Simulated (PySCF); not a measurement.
# C5H6O2: the cost of one run

Computed with PySCF 2.14.0 and routines of our own; the level stands in each step. Atoms count from 0.

## 1. The system as given

13 atoms, charge -1, multiplicity 2; geometry from: GFN2-xTB.

## 2. Open-shell or spin-flip excitations: unrestricted TDDFT BHandHLYP/def2-SVPD in water

The job: settings as JSON, then the geometry in Å.

```
{"job": {"kind": "uabs", "xc": "BHandHLYP", "basis": "def2-SVPD", "nstates": 10, "tda": false, "solvent": "water", "pol": false}, "charge": -1, "multiplicity": 2}
C     -2.430723     0.844807    -0.144208
C     -1.307358    -0.063957     0.035220
C     -0.345247    -0.790225     0.188397
C      1.002335    -1.328005     0.373156
C      2.008217    -0.205217     0.461356
O      2.190080     0.550686     1.470028
O      2.289347     0.343408    -0.849927
H     -2.096967     1.813651    -0.535111
H     -3.164591     0.431645    -0.847458
H     -2.935007     1.020797     0.810555
H      1.040087    -1.911728     1.300527
H      1.254135    -1.975482    -0.476837
H      2.491305     1.270107    -0.682018
```

With the program's defaults for keys left out, this is: unrestricted TDDFT BHandHLYP/def2-SVPD, vertical, IEF-PCM water (non-equilibrium linear response), core orbitals frozen in the response.

On the command line:

```bash
$ OMP_NUM_THREADS=1 python excited_run.py task.json out
```

The driver reads the jobs from task.json and runs them one after another.

Q: Estimate the wall time and peak memory of this first job on 1 thread of Arm Neoverse V1, shared host.

About 63 s, with a peak of 0.71 GiB.
